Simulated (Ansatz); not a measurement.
Born–Oppenheimer molecular dynamics of a periodic cell of 16 atoms, Li (start crystal Li, start structure bcc, volume 1.1 times the crystal's). It goes on from the last frame of an earlier run, with new velocities.

These are results of DFT r2SCAN, scalar-relativistic, plane waves, PAW in Ansatz 0.2.0, not measurements. Settings: accuracy low, cutoff 500 eV, k mesh 2x2x2, fermi-dirac smearing 0.11 eV, no spin polarisation.

```
ensemble                      : NVE (velocity Verlet)
time step                     : 1 fs
steps asked                   : 80
starting velocities drawn for : 780 K
seed                          : 423789
```

First frame:

```xyz
16
Lattice="7.2053 0.0000 0.0000 0.0000 7.2053 0.0000 0.0000 0.0000 7.2053" Properties=species:S:1:pos:R:3
Li -0.291 0.093 -0.194
Li 3.678 0.044 0.222
Li -0.249 3.713 0.162
Li -0.071 0.049 3.647
Li 1.736 1.685 1.802
Li 3.469 3.353 -0.138
Li 3.596 -0.063 3.469
Li 5.365 1.896 1.796
Li -0.126 3.672 3.559
Li 1.857 5.417 1.768
Li 1.823 1.510 5.409
Li 3.712 3.706 3.636
Li 5.358 5.455 1.863
Li 5.416 1.858 5.142
Li 1.866 5.576 5.627
Li 5.448 5.567 5.199
```

Problem. What does the run give?

Solution. All steps were run.

```json
{
 "steps done": "80",
 "time covered": "80 fs",
 "mean temperature over the second half": "342 K",
 "spread of the potential energy over the second half": "5.3 meV per atom",
 "mean potential energy of the second half above the start": "53.0 meV per atom"
}
```

The conserved energy stayed within 0.012 meV per atom of its start (net change 0.0032 meV per atom), so the integration is sound. The temperature averaged 0.44 of the 780 K drawn at the start: a run that starts near a minimum puts about half its kinetic energy into the potential. A run of 0.08 ps of so small a system gives no equilibrium averages. Limits of this set-up: coarse k mesh, low accuracy level.

Problem. What happens to the structure?

Solution. Mean squared displacements from the first frame to the last, about the centre of mass: Li 0.39 Å². This is one draw of velocities; another would differ in detail.

Problem. How do temperature and energy run in time?

Solution. 
```
time (fs)  T (K)  potential energy less start (eV)  conserved less start (meV/atom)
      0.0    780                             0.000                             0.00
      6.0    784                            -0.007                             0.00
     12.0    738                             0.081                             0.00
     18.0    658                             0.236                             0.01
     24.0    575                             0.399                             0.01
     30.0    509                             0.525                             0.01
     36.0    456                             0.628                             0.00
     42.0    399                             0.739                             0.00
     48.0    339                             0.856                             0.01
     54.0    296                             0.939                             0.01
     60.0    288                             0.953                             0.01
     66.0    315                             0.901                             0.01
     72.0    361                             0.812                             0.01
     78.0    409                             0.719                             0.00
```

Run time: 7.1 min on 1 thread of Intel(R) Xeon(R) 6975P-C (Granite Rapids), on a shared host, peak memory 0.72 GiB.
